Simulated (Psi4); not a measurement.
**GeH2O (germanone): MN15/pcseg-4 (density fitting, sweep point 5)**

We compute the charge distribution of GeH2O (germanone). 

The calculation is run with Psi4 1.11.

2 further runs of the same task are left out: 2 set aside as unsound or not needed.

**1. The molecule**

The species is GeH2O (4 atoms), meant as a singlet with charge 0. SMILES: `[O]=[GeH2]`. Geometry: a GFN2-xTB relaxation, a rough one for these elements and not checked as a minimum.

Bond lengths: O1–Ge2 1.574 Å, Ge2–H3 1.525 Å, Ge2–H4 1.525 Å. Angles: O1–Ge2–H3 124.2°, O1–Ge2–H4 124.2°, H3–Ge2–H4 111.5°.

**2. The charge distribution at MN15/pcseg-4 (density fitting, sweep point 5)**

File geh2o.dat:

```
memory 1600 MB

molecule {
  O     -0.10835690    -1.77526541     2.46792563
  Ge    -0.00228657    -0.03889056     0.05410286
  H     -2.10175340     0.13294223    -1.91160915
  H      2.21239686     1.68123264    -0.61041933
  units au
  symmetry c1
}

set basis pcseg-4
set puream true
set scf_type df
set dft_radial_points 99
set dft_spherical_points 590

energy_value, wavefunction = energy('mn15', return_wfn=True)
oeprop(wavefunction, 'DIPOLE', 'QUADRUPOLE', 'MULLIKEN_CHARGES', 'LOWDIN_CHARGES', title='MN15')
```

Command:

```bash
$ psi4 -n 1 geh2o.dat geh2o.out
```

Q: Predict the results. Wanted: total energy; dipole moment; HOMO energy; LUMO energy; HOMO–LUMO gap.

Computed results:

Level: MN15/pcseg-4 (density fitting, sweep point 5).

| quantity | value |
| --- | --- |
| total energy | -2153.80080 Eh |
| dipole moment | 3.76 D |
| HOMO energy | -8.88 eV |
| LUMO energy | -1.88 eV |
| HOMO–LUMO gap | 7.00 eV |

What this shows: Mulliken charges run from -0.75 on O1 to +1.22 on Ge2.
